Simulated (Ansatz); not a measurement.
# Ni: the cost of one run

Method: DFT r2SCAN, scalar-relativistic, plane waves, PAW, in Ansatz 0.2.0.

This is Ni in the bcc structure; at room conditions it is fcc.

1 further run of the same task is left out (set aside as unsound or not needed).

## 1. The structure to begin with

It takes space group Im-3m (No. 229, cubic). Conventional cell: a = 2.766 Å, b = 2.766 Å, c = 2.766 Å, α = 90.00°, β = 90.00°, γ = 90.00°. Ni (site symmetry m-3m) is surrounded by 8 Ni at 2.40 Å.

Coordinates:

```cif
data_structure
_symmetry_space_group_name_H-M 'P 1'
_symmetry_Int_Tables_number 1
_cell_length_a 2.3955
_cell_length_b 2.3955
_cell_length_c 2.3955
_cell_angle_alpha 109.471
_cell_angle_beta 109.471
_cell_angle_gamma 109.471
_cell_volume 10.58
loop_
_atom_site_label
_atom_site_type_symbol
_atom_site_fract_x
_atom_site_fract_y
_atom_site_fract_z
_atom_site_occupancy
Ni1 Ni 0.00000 0.00000 0.00000 1
```

It goes back to an entry of the Materials Project, which need not be the stable form.

It is the result of an earlier relaxation at this level (volume 10.58 Å³/atom; gap on the mesh: none (metal), site moments up to 0.7 μB).

## 2. Static run: bands, density of states and charges

input.yaml reads:

```yaml
crystal:
  lattice:
    - [-1.383038118, 1.383038118, 1.383038118]
    - [1.383038118, -1.383038118, 1.383038118]
    - [1.383038118, 1.383038118, -1.383038118]
  atoms:
    - { symbol: Ni, position: [0.0, 0.0, 0.0], spin: 0.76 }
basis:
  ecutwfc: 500
kpoints:
  mp_grid: { grid: [22, 22, 22] }
  band_path:
    path:
      - [[0.0, 0.0, 0.0], [0.5, -0.5, 0.5], [0.0, 0.0, 0.5], [0.0, 0.0, 0.0], [0.25, 0.25, 0.25], [0.5, -0.5, 0.5]]
      - [[0.25, 0.25, 0.25], [0.0, 0.0, 0.5]]
    npoints: 14
hamiltonian:
  xc: r2scan
scf:
  occupations: { method: gaussian, width: 0.1 }
  n_extra_bands: 6
output:
  forces: true
  stress: true
  eigenvalues: true
  populations: true
  dos: { projected: true, de: 0.02, nscf_kmesh: { grid: [33, 33, 33] } }
  bader: true
magnetization:
  spin_polarized: true
checkpoint:
  read: start.run
  write: ck
  compress: false
  write_wavefunctions: false
  write_every: 100000
```

On the command line:

```bash
$ ansatz run input.yaml --threads 1 --pin off --max-ram 2560MiB --backend cpu --events-out ev --progress --plain --runs-dir out
```

What time and memory should one allow on 1 thread of Intel Xeon at 2.50GHz (Skylake/Cascade Lake), shared host?

About 86 s, with a peak of 0.47 GiB.
